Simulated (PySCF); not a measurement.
**OsO2F2: forces at shaken geometries**

How stiff is OsO2F2? Its atoms are displaced at random by several amounts. It is a constructed species; whether it can be made isn't addressed.

Program: PySCF 2.14.0. Level of theory: BP86, Os def2-SVP with ECP60, O def2-SVP, F def2-SVP; scalar-relativistic core potentials, no spin–orbit coupling. These are calculated values, not measurements.

3 further runs of the same task are left out: 2 for a known fault of the program, 1 that didn't finish.

## (1) Where the work starts

5 atoms, charge 0, spin multiplicity 3.

Bond lengths: Os1–O2 1.726 Å, Os1–O3 1.726 Å, Os1–F4 1.889 Å, Os1–F5 1.889 Å. Angles: O2–Os1–O3 105.5°, O2–Os1–F4 116.4°, O2–Os1–F5 116.4°, O3–Os1–F4 116.4°, O3–Os1–F5 116.4°, F4–Os1–F5 85.5°.

Coordinates:

```xyz
5

Os    0.0000    0.0000    0.1238
O     0.9718    0.9718    1.1683
O    -0.9718   -0.9718    1.1683
F     0.9070   -0.9070   -1.2629
F    -0.9070    0.9070   -1.2629
```

Formal oxidation states: Os +6. An earlier session relaxed this geometry at BP86, Os def2-SVP with ECP60, O def2-SVP, F def2-SVP (triplet, point group C2v).

Its energy there is -440.716827 Eh.

## (2) Atoms moved at random, σ = 0.15 Å

run.py (the lines that set the calculation)

```python
mol = gto.M(atom='''
Os    -0.29684     0.10068     0.16315
O      0.87783     0.97937     1.32067
O     -0.88546    -1.00488     1.17475
F      0.97959    -0.75923    -1.40621
F     -0.67512     0.68405    -1.31764''',
    basis={'Os': 'def2-SVP', 'O': 'def2-SVP', 'F': 'def2-SVP'},
    ecp={'Os': 'def2-SVP'},
    charge=0, spin=2)
mf = dft.UKS(mol, xc='B88,P86')
mf.grids.atom_grid = (50, 194)
mf = mf.density_fit()  # fitting sets: Os def2-universal-JKFIT, O def2-universal-JKFIT, F def2-universal-JKFIT
mf.conv_tol = 1e-08; mf.max_cycle = 55
mf.kernel(dm0)  # dm0: the density of the relaxed state
```

Run with:

```sh
$ OMP_NUM_THREADS=2 python run.py
```

## (3) Atoms moved at random, σ = 0.15 Å

run.py (the lines that set the calculation)

```python
mol = gto.M(atom='''
Os     0.02583     0.22771     0.27337
O      0.84265     0.75822     1.23780
O     -0.83762    -0.72443     1.14495
F      0.98435    -0.89646    -1.33561
F     -1.01521     0.63495    -1.38580''',
    basis={'Os': 'def2-SVP', 'O': 'def2-SVP', 'F': 'def2-SVP'},
    ecp={'Os': 'def2-SVP'},
    charge=0, spin=2)
mf = dft.UKS(mol, xc='B88,P86')
mf.grids.atom_grid = (50, 194)
mf = mf.density_fit()  # fitting sets: Os def2-universal-JKFIT, O def2-universal-JKFIT, F def2-universal-JKFIT
mf.conv_tol = 1e-08; mf.max_cycle = 55
mf.kernel(dm0)  # dm0: the density of the relaxed state
```

## (4) Atoms moved at random, σ = 0.06 Å

run.py (the lines that set the calculation)

```python
mol = gto.M(atom='''
Os    -0.01357     0.00823     0.15538
O      0.93076     0.91643     1.12964
O     -0.90213    -0.94641     1.13382
F      0.85254    -0.88358    -1.22443
F     -0.86760     0.90534    -1.25969''',
    basis={'Os': 'def2-SVP', 'O': 'def2-SVP', 'F': 'def2-SVP'},
    ecp={'Os': 'def2-SVP'},
    charge=0, spin=2)
mf = dft.UKS(mol, xc='B88,P86')
mf.grids.atom_grid = (50, 194)
mf = mf.density_fit()  # fitting sets: Os def2-universal-JKFIT, O def2-universal-JKFIT, F def2-universal-JKFIT
mf.conv_tol = 1e-08; mf.max_cycle = 55
mf.kernel(dm0)  # dm0: the density of the relaxed state
```

What does the calculation give? Wanted: for each run, σ; energy rise; harmonic estimate −½ F·u; largest force component.

**Answer**, as computed:

| σ (Å) | energy rise (eV) | harmonic estimate −½ F·u (eV) | largest force component (eV/Å) |
| --- | --- | --- | --- |
| 0.15 | 3.189 | 2.627 | 11.05 |
| 0.15 | 8.032 | 9.673 | 43.17 |
| 0.06 | 0.590 | 0.641 | 7.00 |

Every displacement raises the energy. For a harmonic well the rise equals −½ F·u; the two differ by at most 20 % here (a move with σ = 0.15 Å), from anharmonicity, the grid and the small forces left at the relaxed point. These are double-zeta-type bases without diffuse functions. Spin–orbit coupling is left out for this open shell, where it can reorder the states. Open shells may have lower solutions than the one found.
